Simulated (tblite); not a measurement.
# C7H16Si2: the cost of one run

Programs: tblite 0.8.0 and PySCF 2.14.0, with density-fitted response routines of our own. Each step states its level of theory. These are calculated values for one molecule in the gas phase, unless marked as measured. Atoms count from 0, in the outputs and in this text.

## 1. The molecule as given

25 atoms, charge 0, multiplicity 1; geometry from: force field or distance geometry start.

Bonds of the start (Å): C0–C1 1.51, C1–Si2 1.87, Si2–C3 1.89, C3–C4 1.20, C4–Si5 1.88, Si5–C6 1.91, C6–C7 1.53, C6–C8 1.54, C0–H9 1.09, C0–H10 1.11, C0–H11 1.09, C1–H12 1.10, C1–H13 1.10, Si2–H14 1.48, Si2–H15 1.49, Si5–H16 1.49, Si5–H17 1.48, C6–H18 1.10, C7–H19 1.09, C7–H20 1.09, C7–H21 1.10, C8–H22 1.11, C8–H23 1.11, C8–H24 1.09.

## 2. Relaxing the molecule with GFN2-xTB

The job: settings as JSON, then the geometry in Å.

```
{"job": {"kind": "relax", "xc": "GFN2-xTB", "basis": "xTB"}, "charge": 0, "multiplicity": 1}
C      2.527500    -2.095800    -0.270100
C      2.891700    -1.625800     1.122400
Si     2.890600     0.220200     1.409700
C      1.176500     0.956000     1.104700
C      0.080000     1.398000     0.923100
Si    -1.639400     2.082600     0.585300
C     -2.562800     1.021400    -0.705200
C     -1.877400     1.016200    -2.072400
C     -2.794800    -0.426100    -0.230500
H      2.565200    -3.186200    -0.327100
H      1.496500    -1.790900    -0.532800
H      3.195000    -1.684300    -1.021400
H      3.894900    -2.003000     1.375600
H      2.217900    -2.096300     1.849600
H      3.858900     0.866900     0.490700
H      3.313800     0.511400     2.809500
H     -2.423900     2.106500     1.848600
H     -1.544100     3.469900     0.078100
H     -3.546500     1.495700    -0.814700
H     -1.750500     2.030700    -2.456700
H     -0.897300     0.548300    -2.031700
H     -2.488600     0.459200    -2.801700
H     -3.331400    -0.439900     0.735600
H     -3.407800    -0.980700    -0.964100
H     -1.855000    -0.960100    -0.095300
```

Started as:

```
$ OMP_NUM_THREADS=1 python probes_run.py task.json out
```

One launch serves the whole session: the jobs run in the order shown.

Q: Estimate the wall time and peak memory of this first job on 1 thread of Arm Neoverse N1, shared host.

About 1.9 s, with a peak of 0.18 GiB.
